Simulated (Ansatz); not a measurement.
Write the native input for Ansatz 0.2.0 that does the following.

| Quantity | Value |
| --- | --- |
| Task | single point |
| Functional | PBE |
| Potentials or basis | Ansatz PAW |
| Cutoff | 420 eV (not typed: the program's choice for these potentials) |
| k mesh | 8 × 8 × 7 |
| Occupations | gaussian, width 0.016 eV |
| Spin | no spin polarisation |

The system is NbTe.

```xyz
2
Lattice="3.7030 0.0000 0.0000 -1.8515 3.2069 0.0000 0.0000 0.0000 3.6942" Properties=species:S:1:pos:R:3 pbc="T T T"
Te    1.8515    1.0690    0.0000
Nb    0.0000    0.0000    1.8471
```

The cell comes from a database or a generator and needn't be the stable form of this composition.

One way to write it, as run:

input.yaml

```yaml
crystal:
  lattice:
    - [3.7029743866, 0.0, 0.0]
    - [-1.8514871933, 3.2068698884, 0.0]
    - [0.0, 0.0, 3.694211]
  atoms:
    - { symbol: Te, position: [0.6666666667, 0.3333333333, 0.0] }
    - { symbol: Nb, position: [0.0, 0.0, 0.5] }
hamiltonian:
  xc: pbe
  pseudopotentials: { kind: paw }
kpoints:
  mp_grid: { grid: [8, 8, 7] }
scf:
  occupations: { method: gaussian, width: 0.016 }
output:
  forces: true
  stress: true
  eigenvalues: true
```

Potentials or basis: Ansatz PAW.

Launch:

```bash
$ ansatz run input.yaml --threads 2 --pin off --max-ram 5632MiB --backend cpu --events-out ev --progress --plain --runs-dir out
```

It gave:

```yaml
Pressure: -0.6 GPa
Band_gap_on_the_k_mesh: none (metal or under the smearing width)
```

It took 1.5 s on 2 threads of Arm Neoverse V2 (shared host), peak memory 0.33 GiB.
